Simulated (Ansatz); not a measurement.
# ScAl4As: the cost of one run

Method: DFT PBE, scalar-relativistic, plane waves, PAW, in Ansatz 0.2.0.

1 further run of the same task is left out (it didn't finish).

## Step 1: The starting structure

It takes space group P4/mmm (No. 123, tetragonal). The conventional cell has a = 4.993 Å, b = 4.993 Å, c = 4.484 Å, α = 90.00°, β = 90.00°, γ = 90.00°. Around Sc (site symmetry 4/mmm) lie 8 Al at 2.73 Å. Around Al (site symmetry m2m) lie 3 Al at 1.96 to 2.22 Å and 2 As at 2.64 Å. As (site symmetry 4/mmm) is surrounded by 8 Al at 2.64 Å.

Structure file:

```
CELL_PARAMETERS angstrom
4.99337 0.00000 0.00000
0.00000 4.99337 0.00000
0.00000 0.00000 4.48371
ATOMIC_POSITIONS crystal
Sc 0.00000 0.00000 0.50000
Al 0.77733 0.50000 0.50000
Al 0.22267 0.50000 0.50000
Al 0.50000 0.77733 0.50000
Al 0.50000 0.22267 0.50000
As 0.50000 0.50000 0.00000
```

Recipe of the guess: random cell by space group and Wyckoff sites (P4/mmm, No. 123). Lengths come from tabulated atomic sizes and are only a guess.

## Step 2: The guess as it stands, on a coarse mesh

Contents of input.yaml:

```yaml
crystal:
  lattice:
    - [4.99337414, 0.0, 0.0]
    - [0.0, 4.99337414, 0.0]
    - [0.0, 0.0, 4.48370634]
  atoms:
    - { symbol: Sc, position: [0.0, 0.0, 0.5] }
    - { symbol: Al, position: [0.77733006, 0.5, 0.5] }
    - { symbol: Al, position: [0.22266994, 0.5, 0.5] }
    - { symbol: Al, position: [0.5, 0.77733006, 0.5] }
    - { symbol: Al, position: [0.5, 0.22266994, 0.5] }
    - { symbol: As, position: [0.5, 0.5, 0.0] }
basis:
  ecutwfc: 420
kpoints:
  mp_grid: { grid: [4, 4, 4] }
hamiltonian:
  xc: pbe
scf:
  occupations: { method: gaussian, width: 0.1 }
  lower_state_search: "off"
output:
  forces: true
  stress: true
  eigenvalues: true
```

Run with:

```
> ansatz run input.yaml --threads 1 --pin off --max-ram 2560MiB --backend cpu --events-out ev --progress --plain --runs-dir out
```

**Question.** How long does this run take on 1 thread of Intel Xeon at 2.50GHz (Skylake/Cascade Lake), shared host, and how much memory does it need?

About 7.3 s, with a peak of 0.41 GiB.
